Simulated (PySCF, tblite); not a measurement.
# C₅H₁₁PSi: geometry, infrared bands and NMR shifts

Aim: predict the infrared bands and NMR shifts of C₅H₁₁PSi (`C=CP1CC[C@H]1[SiH3]`).

The runs use tblite 0.8.0 and PySCF 2.14.0, with density-fitted response routines of our own; the level of theory stands in each step. All values are computed, except where a source is named. Atoms count from 0, in the outputs and in this text.

## 1. The molecule as given

18 atoms, charge 0, multiplicity 1; geometry from: force field or distance geometry start.

Bonds of the start (Å): C0–C1 1.31, C1–P2 1.80, P2–C3 1.86, C3–C4 1.52, C4–C5 1.52, C5–Si6 1.85, C5–P2 1.86, C0–H7 1.07, C0–H8 1.10, C1–H9 1.10, C3–H10 1.12, C3–H11 1.08, C4–H12 1.10, C4–H13 1.09, C5–H14 1.10, Si6–H15 1.46, Si6–H16 1.47, Si6–H17 1.48.

## 2. Optimising the geometry with GFN2-xTB

The job: settings as JSON, then the geometry in Å.

```
{"job": {"kind": "relax", "xc": "GFN2-xTB", "basis": "xTB"}, "charge": 0, "multiplicity": 1}
C      2.627300     0.166300    -0.481600
C      2.194600    -0.423100     0.601800
P      0.441000    -0.596900     0.951300
C     -0.431900    -1.726500    -0.247800
C     -1.658600    -0.874200     0.018600
C     -0.720200     0.302900    -0.187600
Si    -1.316600     1.953900     0.399100
H      2.022000     0.602200    -1.242400
H      3.713800     0.229500    -0.617000
H      2.920900    -0.824500     1.320100
H     -0.530800    -2.787200     0.088200
H     -0.089300    -1.649100    -1.267100
H     -2.472900    -0.980000    -0.716700
H     -1.951400    -0.977800     1.062700
H     -0.366300     0.357000    -1.230900
H     -2.068600     2.569200    -0.690700
H     -2.205300     1.883400     1.561800
H     -0.116200     2.781200     0.666500
```

Launch:

```sh
$ OMP_NUM_THREADS=1 python probes_run.py task.json out
```

This one command runs all jobs of the session in turn.

**Question.** This job is followed by: GFN2-xTB harmonic vibrations, gas phase; GIAO PBE0/pcSseg-1 NMR shielding, non-relativistic, gas phase. What will the session give for the following? strongest single infrared mode (GFN2-xTB); zero-point energy (GFN2-xTB); 13C shifts against TMS (PBE0/pcSseg-1); 1H shifts against TMS (PBE0/pcSseg-1, means over atoms taken as alike); 31P shifts against H3PO4 (PBE0/pcSseg-1); 29Si shifts against TMS (PBE0/pcSseg-1).

As calculated:

| quantity | value |
| --- | --- |
| strongest single infrared mode (GFN2-xTB) | 790 cm⁻¹, 378 km/mol |
| zero-point energy (GFN2-xTB) | 86.3 kcal/mol |
| 13C shifts against TMS (PBE0/pcSseg-1) | 156.2, 130.2, 32.5, 23.1, 22.4 ppm |
| 1H shifts against TMS (PBE0/pcSseg-1, means over atoms taken as alike) | 7.34, 6.33, 6.00, 4.10, 3.66, 2.41, 2.30, 1.55, 1.44 ppm |
| 31P shifts against H3PO4 (PBE0/pcSseg-1) | 15.0 ppm |
| 29Si shifts against TMS (PBE0/pcSseg-1) | -67.7 ppm |

What this shows: Relaxing lowered the energy by 1.125 eV in 163 steps; the close pair that moved most is C5–Si6, from 1.851 to 1.900 Å. No mode is imaginary among the 48: a minimum at this level. The strongest single mode, at 790 cm⁻¹, moves mainly H15 and H16. Unscaled tight-binding wavenumbers are off by several per cent, some by more. Its intensities can rank the bands wrongly. The most deshielded carbon is C1 (alkene CH), at 156.2 ppm: an sp2 carbon of a C=C bond. The most deshielded hydrogen is H9 (hydrogen on an alkene CH), at 7.34 ppm: olefinic region.
